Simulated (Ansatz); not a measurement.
# GeH3LiO (SMILES [Li][O][GeH3]): one structure at several levels

An exercise on one series of results from a longer session: the logs are not shown, and one member is left open.

Method: single points in def2-TZVPP; program: Ansatz 0.2.0, Gaussian basis.

Cores are frozen in the correlated methods. Filled d shells of the heavier atoms are correlated. The outer core shell of Li, Na, Mg and K is correlated.

## The starting structure

SMILES `[Li][O][GeH3]`, 6 atoms, charge 0, spin multiplicity 1.

Atoms are counted from 1 here; the program's logs count them from 0.

Bond lengths: Li1–O2 1.600 Å, O2–Ge3 1.678 Å, Ge3–H4 1.503 Å, Ge3–H5 1.482 Å, Ge3–H6 1.472 Å. Angles: Li1–O2–Ge3 174.7°, O2–Ge3–H4 105.9°, O2–Ge3–H5 106.7°, O2–Ge3–H6 109.0°, H4–Ge3–H5 107.5°, H4–Ge3–H6 111.4°, H5–Ge3–H6 115.8°.

Coordinates:

```
Li    0.9588   -2.2419    1.1488
O     0.4395   -0.9091    0.4322
Ge   -0.2144    0.4975   -0.2088
H    -1.1961    0.0548   -1.2575
H     0.8899    1.2029   -0.9018
H    -0.8801    1.2502    0.8672
```

The first run:

Input file run/in.yaml:

```yaml
crystal:
  periodic: [false, false, false]
  atoms:
    - {symbol: Li, position_ang: [0.958800, -2.241900, 1.148800]}
    - {symbol: O, position_ang: [0.439500, -0.909100, 0.432200]}
    - {symbol: Ge, position_ang: [-0.214400, 0.497500, -0.208800]}
    - {symbol: H, position_ang: [-1.196100, 0.054800, -1.257500]}
    - {symbol: H, position_ang: [0.889900, 1.202900, -0.901800]}
    - {symbol: H, position_ang: [-0.880100, 1.250200, 0.867200]}
basis:
  gaussian: {orbitals: def2-TZVPP}
correlation: {method: ccsd_t}
output: {forces: true}
```

No record of the launch command was kept for these runs.

Among the steps run: CCSD(T)/def2-TZVPP; PBE0-D4/def2-TZVPP; wB97M-V/def2-TZVPP; r2SCAN-D4/def2-TZVPP; PBE-D4/def2-TZVPP; B97M-V/def2-TZVPP; CAM-B3LYP-D4/def2-TZVPP.

One table of the session follows, with a row left open; its other results are not shown here.

| method | RMS force component (eV/Å) | angle to CCSD(T) forces (°) | dipole (D) |
| --- | --- | --- | --- |
| CCSD(T) | 0.748 | reference | 6.09 |
| PBE0-D4 | 0.778 | 5.1 | 6.03 |
| wB97M-V | 0.766 | 3.0 | 5.97 |
| r2SCAN-D4 | ? | ? | ? |
| PBE-D4 | 0.914 | 7.9 | 5.95 |
| B97M-V | 0.733 | 8.2 | 6.17 |
| CAM-B3LYP-D4 | 0.771 | 5.5 | 5.91 |

**Question.** Estimate the row for r2SCAN-D4.

The run gave: RMS force component (eV/Å): 0.746; angle to CCSD(T) forces (°): 2.0; dipole (D): 6.13. In the column «RMS force component (eV/Å)» it lies between B97M-V (0.733) and CCSD(T) (0.748).
